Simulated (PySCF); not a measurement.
# C6H10O3: the cost of one run

Programs: PySCF 2.14.0, with density-fitted response routines of our own. Each step states its level of theory. These are calculated values for one molecule, in the gas phase or a continuum, unless marked as measured. Atoms are numbered from 0 throughout.

### 1 The molecule as given

19 atoms, charge 0, multiplicity 1; geometry from: GFN2-xTB. The atoms were then displaced at random by about 0.01 Å, so the start is not that level's minimum.

Bonds of the start (Å): C0–C1 1.35, C1–O2 1.39, O2–C3 1.30, C3–O4 1.20, C3–C5 1.55, C5–O6 1.38, O6–C7 1.42, C7–C8 1.54, C0–H9 1.07, C0–H10 1.05, C1–H11 1.09, C5–H12 1.08, C5–H13 1.10, C7–H14 1.11, C7–H15 1.09, C8–H16 1.07, C8–H17 1.08, C8–H18 1.10.

### 2 Optimising the geometry at PBE0-D3(BJ)/def2-SVP

The job: settings as JSON, then the geometry in Å.

```
{"job": {"xc": "PBE0", "basis": "def2-SVP", "d3": "d3bj", "grid": 1, "shake": 0.01, "kind": "geom"}, "charge": 0, "multiplicity": 1}
C      4.301330     0.173070    -0.591910
C      3.054690     0.618510    -0.333990
O      2.016110    -0.271180    -0.103930
C      0.829600     0.216710     0.116250
O      0.504850     1.370500     0.080800
C     -0.151630    -0.944470     0.394110
O     -1.453550    -0.577280     0.664390
C     -2.175100    -0.105210    -0.467570
C     -3.610180     0.201020     0.009050
H      5.074600     0.893220    -0.763200
H      4.501550    -0.853950    -0.631270
H      2.776300     1.665400    -0.271560
H      0.186450    -1.459870     1.278820
H     -0.101450    -1.641770    -0.450320
H     -2.198720    -0.901300    -1.241310
H     -1.721360     0.804520    -0.866710
H     -4.058690    -0.682000     0.419100
H     -3.599370     0.982220     0.750080
H     -4.206160     0.518910    -0.853890
```

Command:

```bash
OMP_NUM_THREADS=1 python probes_run.py task.json out
```

One launch serves the whole session: the jobs run in the order shown.

**Question.** How long does this first job take on 1 thread of Intel Xeon Platinum 8488C, shared host, and how much memory does it need?

About 2 min, with a peak of 0.72 GiB.
